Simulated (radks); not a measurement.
# Ba⁴⁺ in [Kr] 4d10 5s2 5p4: an all-electron calculation

What are the levels of the barium ion Ba4+, how large are its shells, and how does its energy divide?

Method: scalar-relativistic Kohn-Sham, LDA (Slater exchange, Perdew-Wang correlation), spin-polarised, spherical densities, finite nucleus; open shells are filled with parallel spins first. Code: radks (a radial shooting solver on a logarithmic mesh, Libxc functionals) version 1.

**1. What is computed**

```
element            : barium (Z = 56)
charge             : +4
electrons          : 52
configuration      : [Kr] 4d10 5s2 5p4
nuclear rms radius : 4.8378 fm
```

Outer shells as boxes (Hund's rule):

Ba⁴⁺
```
[Kr] core
4d [↑↓][↑↓][↑↓][↑↓][↑↓]
5s [↑↓]
5p [↑↓][↑ ][↑ ]
```

**2. The run**

Input:

```text
Z 56
configuration [Kr] 4d10 5s2 5p4 6s0 4f0
relativity scalar-relativistic
functional lda,pw
spin polarised
nucleus finite rms 4.8378 fm
c 137.035999084
```

What does the calculation give?

**Answer**, as computed:

| quantity | value |
| --- | --- |
| total energy | -8125.3121 hartree |
| exchange-correlation share of it | 2.34 % |
| −T/E | 1.0553 |
| highest occupied level | 5p down, -53.325 eV |
| most extended occupied level | 5p down, <r> = 1.78 bohr |
| radius at density 0.001 e/bohr³ | 3.38 bohr |
| maxima of the radial density | 4 |
| ionisation energy, NIST | 58 (theory) eV |

What this shows: 5 principal shells are occupied and 4 maxima appear in the radial density; where shells overlap, one shows as a shoulder or not at all. −T/E is 1.055: with relativity the kinetic term as defined here no longer equals −E. Minus the highest eigenvalue, 53.325 eV, is 92 % of the tabulated ionisation energy (58 eV). Open shells are spherical and high-spin; term and fine-structure splittings are not resolved. Spin-orbit splitting is averaged out at the scalar-relativistic level.
